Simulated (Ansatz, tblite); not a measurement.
**The cluster Ge₅O₅: one state, many levels**

Aim: run the singlet of the cluster Ge₅O₅ at one geometry on many levels, and compare frontier levels, spin and run time.

Method: as each input shows; program: Ansatz 0.2.0, Gaussian basis.

Levels to be run: GFN1-xTB, GFN2-xTB, PBE-D4/def2-TZVP, r2SCAN-D4/def2-TZVP, revPBE-D4/def2-TZVP, HF/def2-TZVP, PBE-D4/def2-SVP, PBE0-D4/def2-SVP, HF/STO-3G, HF/6-31G, B3LYP-D4/6-31G, MP2/def2-SVP.

5 further runs of the same task are left out: 3 that didn't finish, 2 set aside as unsound or not needed.

## Step 1: The structure

The geometry is that of the singlet, from an earlier relaxation (r2SCAN-D4/def2-SVP). At that level it is the lowest of the isomers that a small search found.

10 atoms, charge 0, spin multiplicity 1.

Bond lengths: Ge1–O6 2.174 Å, Ge1–O7 1.863 Å, Ge1–O10 1.874 Å, Ge2–O8 1.905 Å, Ge2–O9 1.798 Å, Ge3–O6 1.811 Å, Ge3–O9 1.812 Å, Ge4–O6 1.954 Å, Ge4–O7 1.775 Å, Ge4–O8 2.086 Å, Ge5–O8 1.882 Å, Ge5–O10 1.752 Å. Angles: O6–Ge1–O7 78.4°, O6–Ge1–O10 89.9°, O7–Ge1–O10 95.7°, O8–Ge2–O9 94.8°, O6–Ge3–O9 97.7°, O6–Ge4–O7 86.6°, O6–Ge4–O8 89.1°, O7–Ge4–O8 96.3°, O8–Ge5–O10 98.7°, Ge1–O6–Ge3 130.3°, Ge1–O6–Ge4 88.6°, Ge3–O6–Ge4 125.3°, Ge1–O7–Ge4 105.0°, Ge2–O8–Ge4 88.4°, Ge2–O8–Ge5 144.3°, Ge4–O8–Ge5 122.6°, Ge2–O9–Ge3 136.6°, Ge1–O10–Ge5 133.7°.

Coordinates:

```xyz
10

Ge    1.5742    1.7526   -0.1600
Ge   -1.7847   -1.8531   -0.2527
Ge   -1.5290    0.9749    1.5340
Ge   -0.4481    0.2233   -1.5406
Ge    1.7006   -1.4927    0.5960
O    -0.5507    1.3462    0.0557
O     1.2024    0.8437   -1.7435
O     0.0629   -1.3950   -0.3271
O    -2.1945   -0.6212    0.9914
O     1.9669    0.2212    0.8469
```

PBE0-D4/def2-TZVP was run before; its log isn't repeated, and its numbers join the tables.

## Step 2: GFN1-xTB

Tight binding, by tblite at 300 K electronic temperature and without a spin-polarisation term:

```python
tblite.interface.Calculator('GFN1-xTB', numbers, positions, charge=0, uhf=0).singlepoint()
```

Energy -867.5719 eV, HOMO -9.09 eV, LUMO -6.88 eV; 0.015 s.

## Step 3: GFN2-xTB

Tight binding, by tblite at 300 K electronic temperature and without a spin-polarisation term:

```python
tblite.interface.Calculator('GFN2-xTB', numbers, positions, charge=0, uhf=0).singlepoint()
```

Energy -829.1789 eV, HOMO -10.60 eV, LUMO -7.62 eV; 0.015 s.

## Step 4: PBE-D4/def2-TZVP

start.molden holds the orbitals of an earlier run on this state, given as this run's starting guess.

in.yaml reads:

```yaml
crystal:
  periodic: [false, false, false]
  atoms:
    - {symbol: Ge, position_ang: [1.574164, 1.752612, -0.159995]}
    - {symbol: Ge, position_ang: [-1.784688, -1.853067, -0.252668]}
    - {symbol: Ge, position_ang: [-1.528986, 0.974927, 1.533978]}
    - {symbol: Ge, position_ang: [-0.448091, 0.223284, -1.540616]}
    - {symbol: Ge, position_ang: [1.700623, -1.492652, 0.595989]}
    - {symbol: O, position_ang: [-0.550730, 1.346181, 0.055675]}
    - {symbol: O, position_ang: [1.202353, 0.843735, -1.743504]}
    - {symbol: O, position_ang: [0.062933, -1.394985, -0.327135]}
    - {symbol: O, position_ang: [-2.194460, -0.621228, 0.991404]}
    - {symbol: O, position_ang: [1.966883, 0.221203, 0.846891]}
basis:
  gaussian: {orbitals: def2-TZVP, initial_orbitals: start.molden}
hamiltonian: {xc: pbe, dispersion: d4}
scf: {omitted_lower_state_checks: [starts]}
output: {forces: true, orbitals: {seedname: orbitals}}
```

Run with:

```
ansatz run in.yaml --threads 4 --pin off --events-out ev --progress --plain --max-ram 6963MiB
```

The runs that follow: r2SCAN-D4/def2-TZVP; revPBE-D4/def2-TZVP; HF/def2-TZVP; PBE-D4/def2-SVP; PBE0-D4/def2-SVP; HF/STO-3G; HF/6-31G; B3LYP-D4/6-31G; MP2/def2-SVP.

Before running them: what should the planned runs give, taken together? Wanted: gap in def2-TZVP, named functionals and Hartree-Fock, smallest and largest; correlation energy, MP2/def2-SVP; binding an atom, functionals in def2-TZVP; PBE0 total energy, smallest basis above largest.

The runs gave:

| quantity | value |
| --- | --- |
| gap in def2-TZVP, named functionals and Hartree-Fock, smallest and largest | 2.38 eV (PBE-D4), 9.35 eV (HF) |
| correlation energy, MP2/def2-SVP | -53.57 eV |
| binding an atom, functionals in def2-TZVP | 4.20 (PBE0-D4) to 4.47 eV (PBE-D4) |
| PBE0 total energy, smallest basis above largest | 48.13 eV (def2-SVP, def2-TZVP) |

**Reading.** Orbital gaps of the named functionals and Hartree-Fock in def2-TZVP span 2.38 eV (PBE-D4) to 9.35 eV (HF); exact exchange widens it.
